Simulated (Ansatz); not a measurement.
LuBC, space group P6_3/mmc, a comparison of functionals at one structure

Program: the Ansatz DFT code, driven from Python.

Notebook, run cell by cell (the value of a cell's last expression is shown):

**Cell 1**
```python
import ansatz
```

**Cell 2**
```python
ECUT = 420
KMESH = (10, 10, 4)
WIDTH_EV = 0.15
```

**Cell 3**
```python
system = (
    ansatz.Lattice.from_parameters(2.991068, 2.991068, 7.74418, alpha=90, beta=90, gamma=120)
    .space_group(194)
    .atom("Lu", [0.0, 0.0, 0.0])
    .atom("B", [2 / 3, 1 / 3, 0.25])
    .atom("C", [2 / 3, 1 / 3, 0.75])
)
```

**Cell 4**
```python
len(system.resolved().sites)
```
Output:
```text
6
```

**Cell 5**
```python
job = system.calculation()
job = job.basis(ECUT).kpoints(*KMESH)
job = job.occupations(ansatz.OccupationsMethod.COLD, width=WIDTH_EV).forces()
job = job.stress()
```

**Cell 6**
```python
rows = []
for value in ["rpbe", "pbesol", "r2scan", "lda", "blyp"]:
    report = job.functional(value).run(threads=1, backend="cpu").report
    rows.append((value, report["free_energy_ev"] / len(report["lattice"]["sites"]), report["n_iterations"], sum(report["stress_gpa"][i][i] for i in range(3)) / 3, max(abs(f) for row in report["forces_ev_ang"] for f in row), report["n_kpoints"]))
```
Output:
```text
DeckWarning: basis.ecutwfc = 420 eV is below the records' recommended 500 eV, and the density's cutoff is lower with it unless basis.ecutrho_ratio is high enough to keep the records' density cutoff: compare with a run at a higher cutoff
```

**Cell 7**
```python
print("  functional   F/atom (eV)    iterations       P (GPa)  max component (eV/A)      k-points")
for row in rows:
    print(f"{str(row[0]):>12s}  {row[1]:12.5f}  {row[2]:12d}  {row[3]:12.3f}  {row[4]:20.4f}  {row[5]:12d}")
```
Output:
```text
  functional   F/atom (eV)    iterations       P (GPa)  max component (eV/A)      k-points
        rpbe   -5051.61873             9         3.968                0.0000            42
      pbesol   -5004.10545             9        -6.841                0.0000            42
      r2scan   -5051.09283             9        -2.574                0.0000            42
         lda   -4962.45518             9       -12.598                0.0000            42
        blyp   -5054.89551             9         6.757                0.0000            42
```

Notes:
- The cutoff lies under the one recommended for these potentials in some of the runs.
- Under the recommended cutoff a pressure can be off by several GPa, even in sign.
- BLYP can be off by several per cent in the lattices of metals, and by several GPa in the pressure at a fixed cell.
- For a metal this k-point mesh is coarse: on a finer one energies can move by several to tens of meV an atom and pressures by half a GPa or more, differences at one mesh by less.
- Forces vanish by symmetry here and test nothing.
- Pressure is positive in compression.
- The structure comes from a database of computed cells and needn't be a stable or known phase.
- Warnings are shown shortened and without file and line.
- Total energies of different functionals can't be compared; pressures, moments and gaps at this one structure can.
- Timing: 46 s on 1 thread of Arm Neoverse V2, with other jobs on the host, peak memory 0.52 GiB.
